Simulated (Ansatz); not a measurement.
# CH₅AlOSi: small, medium and large basis sets

The task here is to estimate one member of a computed series from the others.

The runs use Ansatz 0.2.0, Gaussian basis; one geometry, several basis sets.

Plan: PBE0-D4/def2-SVP; ωB97M-V/def2-SVP; PBE0-D4/def2-QZVPP; ωB97M-V/def2-QZVPP; the functionals' def2-TZVPP values are taken from earlier runs.

## Structure used throughout

All runs share one geometry, relaxed beforehand with PBE0-D4 in a triple-zeta def2 set.

SMILES `C1[O][AlH][SiH2]1`, 9 atoms, charge 0, spin multiplicity 1.

Atoms are counted from 1 here; the program's logs count them from 0.

Bond lengths: C1–O2 1.440 Å, C1–Si4 1.934 Å, C1–H5 1.095 Å, C1–H6 1.095 Å, O2–Al3 1.723 Å, Al3–Si4 2.409 Å, Al3–H7 1.582 Å, Si4–H8 1.490 Å, Si4–H9 1.490 Å. Angles: O2–C1–Si4 104.5°, O2–C1–H5 109.7°, O2–C1–H6 109.7°, Si4–C1–H5 112.6°, Si4–C1–H6 112.6°, H5–C1–H6 107.7°, C1–O2–Al3 105.9°, O2–Al3–Si4 79.2°, O2–Al3–H7 124.8°, Si4–Al3–H7 156.0°, C1–Si4–Al3 70.3°, C1–Si4–H8 114.1°, C1–Si4–H9 114.1°, Al3–Si4–H8 122.5°, Al3–Si4–H9 122.5°, H8–Si4–H9 107.9°.

The first run:

The input, in.yaml:

```yaml
crystal:
  periodic: [false, false, false]
  atoms:
    - {symbol: C, position_ang: [-0.494521, 0.806831, -0.506749]}
    - {symbol: O, position_ang: [0.904874, 0.869777, -0.840289]}
    - {symbol: Al, position_ang: [1.649210, -0.443325, -0.008753]}
    - {symbol: Si, position_ang: [-0.645477, -0.721887, 0.668704]}
    - {symbol: H, position_ang: [-1.086626, 0.695007, -1.421080]}
    - {symbol: H, position_ang: [-0.800824, 1.740983, -0.024421]}
    - {symbol: H, position_ang: [3.191685, -0.790565, -0.064455]}
    - {symbol: H, position_ang: [-1.509692, -1.814221, 0.138180]}
    - {symbol: H, position_ang: [-1.120130, -0.388899, 2.041765]}
basis:
  gaussian: {orbitals: def2-SVP}
hamiltonian: {xc: pbe0, dispersion: d4}
output: {orbitals: {seedname: orbitals}}
```

On the command line:

```console
> ansatz run in.yaml --threads 2 --pin off --events-out ev --progress --plain --max-ram 4352MiB
```

Steps of the session up to this table: PBE0-D4 in def2-SVP; ωB97M-V in def2-SVP; PBE0-D4 in def2-QZVPP; ωB97M-V in def2-QZVPP.

One table of the session follows, with a row left open; its other results are not shown here.

It belongs to the step «Functionals by basis». 

```
functional       basis  HOMO (eV)  LUMO (eV)
   PBE0-D4    def2-SVP      -7.16      -1.41
   PBE0-D4  def2-TZVPP      -7.13      -1.51
   PBE0-D4  def2-QZVPP          ?          ?
   ωB97M-V    def2-SVP      -9.11       0.36
   ωB97M-V  def2-TZVPP      -9.11       0.17
   ωB97M-V  def2-QZVPP      -9.12       0.00
```

Estimate the missing values for PBE0-D4, def2-QZVPP.

**Answer.** HOMO (eV): -7.13; LUMO (eV): -1.54.
